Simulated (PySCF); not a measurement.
**C3H9GaO2SSi, a complex of two parts: electronic excitations**

Wanted: the electronic excitations for `C=C1O[SiH2]OCS1` with `[GaH3]`.

Computed with PySCF 2.14.0; each step states its level. No surroundings beyond the atoms listed, unless a continuum is named. Atoms count from 0, parts from 1.

## Step 1: Starting point

17 atoms, charge 0, multiplicity 1; geometry: GFN2-xTB, MD frame. Parts: 1 = atoms 0–12, `C=C1O[SiH2]OCS1`, charge 0; 2 = atoms 13–16, `[GaH3]`, charge 0.

## Step 2: TDDFT and polarisability: 375 fs

The job: settings as JSON, then the geometry in Å.

```
{"job": {"kind": "uv", "xc": "CAM-B3LYP", "basis": "def2-SVP", "nstates": 4, "ntriplets": 0}, "charge": 0, "multiplicity": 1, "parts": [{"atoms": "0-12", "charge": 0, "multiplicity": 1}, {"atoms": "13-16", "charge": 0, "multiplicity": 1}]}
C     -2.146148     1.961045     1.074139
C     -1.288406     1.162032     0.452085
O     -0.163822     1.633107    -0.084908
Si     1.014553     0.981971    -1.011627
O      1.058435    -0.628991    -0.613824
C      0.156821    -1.203794     0.332771
S     -1.595468    -0.558071     0.195367
H     -3.080157     1.528093     1.450581
H     -1.923114     2.984749     1.215610
H      0.865811     0.880403    -2.461876
H      2.180627     1.583720    -0.419298
H      0.517462    -1.132363     1.331931
H     -0.034804    -2.284870     0.259779
Ga     2.127875    -2.037930    -1.736802
H      1.166407    -1.658144    -2.915974
H      2.072931    -3.267639    -0.833304
H      3.550965    -1.268075    -1.800774
```

Method: TDDFT CAM-B3LYP/def2-SVP, vertical, gas phase, core orbitals frozen in the response.

Started as:

```
$ OMP_NUM_THREADS=1 python cluster_run.py task.json out
```

The driver reads the jobs from task.json and runs them one after another.

**Question.** The jobs that follow are: TDDFT CAM-B3LYP/def2-SVP, vertical, gas phase, core orbitals frozen in the response; TDDFT CAM-B3LYP/def2-SVP, vertical, gas phase, core orbitals frozen in the response; TDDFT CAM-B3LYP/def2-SVP, vertical, gas phase, core orbitals frozen in the response; TDDFT CAM-B3LYP/def2-SVP, vertical, gas phase, core orbitals frozen in the response; TDDFT CAM-B3LYP/def2-SVP, vertical, gas phase, core orbitals frozen in the response. Predict: lowest singlet (CAM-B3LYP/def2-SVP, 375 fs); brightest single state of those computed.

The runs gave:

| quantity | value |
| --- | --- |
| lowest singlet (CAM-B3LYP/def2-SVP, 375 fs) | 5.54 eV (224 nm), f = 0.059 |
| brightest single state of those computed | state 4, 6.66 eV, f = 0.224 |
| range of the lowest singlet | 5.29 to 5.71 eV |

In words: In the first frame run (375 fs): The first singlet state (HOMO→LUMO 0.59, HOMO→LUMO+1 0.10) lies at 5.54 eV and is bright; of the 4 states computed, the strongest absorption comes from state 4 at 6.66 eV (the last computed, so partners may be missing). The basis of CAM-B3LYP/def2-SVP has no diffuse functions, so Rydberg states are missing and the high states are unreliable. The lowest singlet runs from 5.29 eV (1050 fs) to 5.71 eV (600 fs), while the orbital gap spans 7.87 to 9.08 eV. The lowest state need not be the same one in every run. Tight-binding geometries are rough for metal atoms; that holds for every run here that uses one unrelaxed. Spin-orbit coupling is left out, which matters for shieldings and couplings at and beside the heavy atoms.
